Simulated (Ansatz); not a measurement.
**CH8SeSi2: a ladder of functionals and wavefunction methods**

An exercise on one series of results from a longer session: the logs are not shown, and one member is left open.

Program: Ansatz 0.2.0, Gaussian basis. Level of theory: functionals in def2-TZVPP, the program's frozen cores in correlated methods. These are calculated values, not measurements.

Plan: LDA (SPW92), PBE-D4, revPBE-D4, BLYP-D4, r2SCAN-D4, B97M-V, PBE0-D4, B3LYP-D4, r2SCANh-D4, r2SCAN0-D4, HSE06-D4, BHLYP-D4, CAM-B3LYP-D4, LC-ωPBE, ωB97X-V, ωB97M-V, B2PLYP, PBE-QIDH; CCSD(T)/def2-SVP; CCSD(T)/def2-TZVPP; MP2/def2-QZVPP; extrapolation to the limit; RPA on PBE.

### Structure used throughout

An earlier PBE0-D4 in a triple-zeta def2 set relaxation fixed the geometry.

12 atoms, charge 0, spin multiplicity 1.

Atoms are counted from 1 here; the program's logs count them from 0.

Bond lengths: Si1–Si2 2.342 Å, Si1–H5 1.489 Å, Si1–H6 1.490 Å, Si1–H7 1.485 Å, Si2–C3 1.880 Å, Si2–H8 1.490 Å, Si2–H9 1.493 Å, C3–Se4 1.957 Å, C3–H10 1.090 Å, C3–H11 1.092 Å, Se4–H12 1.470 Å. Angles: Si2–Si1–H5 109.3°, Si2–Si1–H6 109.8°, Si2–Si1–H7 111.9°, H5–Si1–H6 108.3°, H5–Si1–H7 109.1°, H6–Si1–H7 108.4°, Si1–Si2–C3 109.5°, Si1–Si2–H8 110.3°, Si1–Si2–H9 110.9°, C3–Si2–H8 108.3°, C3–Si2–H9 110.1°, H8–Si2–H9 107.7°, Si2–C3–Se4 110.1°, Si2–C3–H10 113.6°, Si2–C3–H11 110.0°, Se4–C3–H10 109.9°, Se4–C3–H11 104.6°, H10–C3–H11 108.2° and more.

Geometry (Å):

```xyz
12
CH8SeSi2
Si   -1.1186    1.4095   -0.6082
Si    0.0095    0.1258    0.9926
C     1.3859   -0.8467    0.1605
Se    0.6621   -1.8998   -1.3215
H    -0.1390    1.9301   -1.6008
H    -1.7795    2.5701    0.0514
H    -2.1580    0.6204   -1.3173
H    -0.9264   -0.8414    1.6331
H     0.5726    0.9930    2.0693
H     1.9361   -1.4955    0.8422
H     2.0964   -0.1626   -0.3084
H    -0.4642   -2.4582   -0.5591
```

Set-up of the first run:

in.yaml

```yaml
crystal:
  periodic: [false, false, false]
  atoms:
    - {symbol: Si, position_ang: [-1.118637, 1.409487, -0.608211]}
    - {symbol: Si, position_ang: [0.009539, 0.125774, 0.992649]}
    - {symbol: C, position_ang: [1.385898, -0.846743, 0.160530]}
    - {symbol: Se, position_ang: [0.662128, -1.899770, -1.321455]}
    - {symbol: H, position_ang: [-0.138984, 1.930135, -1.600782]}
    - {symbol: H, position_ang: [-1.779496, 2.570110, 0.051411]}
    - {symbol: H, position_ang: [-2.158002, 0.620428, -1.317282]}
    - {symbol: H, position_ang: [-0.926387, -0.841365, 1.633127]}
    - {symbol: H, position_ang: [0.572609, 0.992955, 2.069273]}
    - {symbol: H, position_ang: [1.936094, -1.495462, 0.842245]}
    - {symbol: H, position_ang: [2.096379, -0.162642, -0.308424]}
    - {symbol: H, position_ang: [-0.464241, -2.458205, -0.559084]}
basis:
  gaussian: {orbitals: def2-TZVPP}
hamiltonian: {xc: lda}
output: {orbitals: {seedname: orbitals}}
```

On the command line:

```
ansatz run in.yaml --threads 4 --pin off --events-out ev --progress --plain --max-ram 10444MiB
```

Among the steps run: LDA; PBE-D4 (GGA); revPBE-D4 (GGA); BLYP-D4 (GGA); r2SCAN-D4 (meta-GGA); B97M-V (meta-GGA); PBE0-D4 (hybrid); B3LYP-D4 (hybrid); r2SCANh-D4 (hybrid); r2SCAN0-D4 (hybrid); HSE06-D4 (hybrid); BHLYP-D4 (hybrid); CAM-B3LYP-D4 (range-separated); LC-ωPBE (range-separated); ωB97X-V (range-separated); ωB97M-V (range-separated); B2PLYP (double hybrid); PBE-QIDH (double hybrid).

One table of the session follows, with a row left open; its other results are not shown here.

It belongs to the step «Orbital energies across the functionals». 

| functional | HOMO (eV) | gap (eV) |
| --- | --- | --- |
| LDA (SPW92) | -5.69 | 4.21 |
| PBE-D4 | -5.56 | 4.27 |
| revPBE-D4 | -5.51 | 4.31 |
| BLYP-D4 | -5.40 | 4.23 |
| r2SCAN-D4 | -5.80 | 4.78 |
| B97M-V | -5.93 | 4.77 |
| PBE0-D4 | ? | ? |
| B3LYP-D4 | -6.47 | 5.82 |
| r2SCANh-D4 | -6.22 | 5.50 |
| r2SCAN0-D4 | -6.86 | 6.58 |
| HSE06-D4 | -6.30 | 5.49 |
| BHLYP-D4 | -7.69 | 8.13 |
| CAM-B3LYP-D4 | -7.98 | 8.57 |
| LC-ωPBE | -9.35 | 11.08 |
| ωB97X-V | -9.00 | 10.58 |
| ωB97M-V | -8.88 | 10.18 |

Estimate the missing values for PBE0-D4.

**Answer.** HOMO (eV): -6.69; gap (eV): 6.26. In the column «HOMO (eV)» it lies between r2SCAN0-D4 (-6.86) and B3LYP-D4 (-6.47).
